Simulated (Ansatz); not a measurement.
# AlAsH3NS: two geometries relaxed

All numbers below are computed with Ansatz 0.2.0 (RKS PBE0-D4/def2-SVP).

## 1. The starting structure

Bond lengths: N1–As2 1.870 Å, As2–Al3 2.435 Å, As2–S4 2.198 Å, Al3–S4 2.223 Å, N1–H5 1.110 Å, N1–H6 1.065 Å, Al3–H7 1.656 Å. Angles: N1–As2–Al3 89.2°, N1–As2–S4 93.4°, Al3–As2–S4 57.1°, As2–N1–H5 104.8°, As2–N1–H6 108.2°, H5–N1–H6 102.0°, As2–Al3–S4 56.1°, As2–Al3–H7 134.0°, S4–Al3–H7 146.5°, As2–S4–Al3 66.8°.

Coordinates:

```xyz
7

N    -1.0113    0.8383    0.4272
As    0.2644    0.6613   -0.9289
Al    1.1363   -1.3160    0.1939
S    -0.3713   -1.3804   -1.4382
H    -1.8968    1.2823   -0.0731
H    -0.7033    1.6271    1.0724
H     2.6431   -1.7805    0.7011
```

## 2. Relaxing end A

input.yaml reads:

```yaml
crystal:
  periodic: [false, false, false]
  atoms:
    - { symbol: "N", position_ang: [-1.0113, 0.8383, 0.4272] }
    - { symbol: As, position_ang: [0.2644, 0.6613, -0.9289] }
    - { symbol: Al, position_ang: [1.1363, -1.316, 0.1939] }
    - { symbol: S, position_ang: [-0.3713, -1.3804, -1.4382] }
    - { symbol: H, position_ang: [-1.8968, 1.2823, -0.0731] }
    - { symbol: H, position_ang: [-0.7033, 1.6271, 1.0724] }
    - { symbol: H, position_ang: [2.6431, -1.7805, 0.7011] }
basis:
  gaussian: { orbitals: def2-SVP }
hamiltonian:
  xc: pbe0
  dispersion: d4
relax:
  f_tol: 0.015
  max_steps: 40
```

Started as:

```
ansatz run input.yaml --threads 2 --pin off --max-ram 3072MiB --backend cpu --events-out ev --progress --plain --runs-dir out
```

Q: Estimate wall time and peak memory on 2 threads of Intel Xeon Platinum 8488C (Sapphire Rapids), shared host.

About 40 s, with a peak of 0.23 GiB.
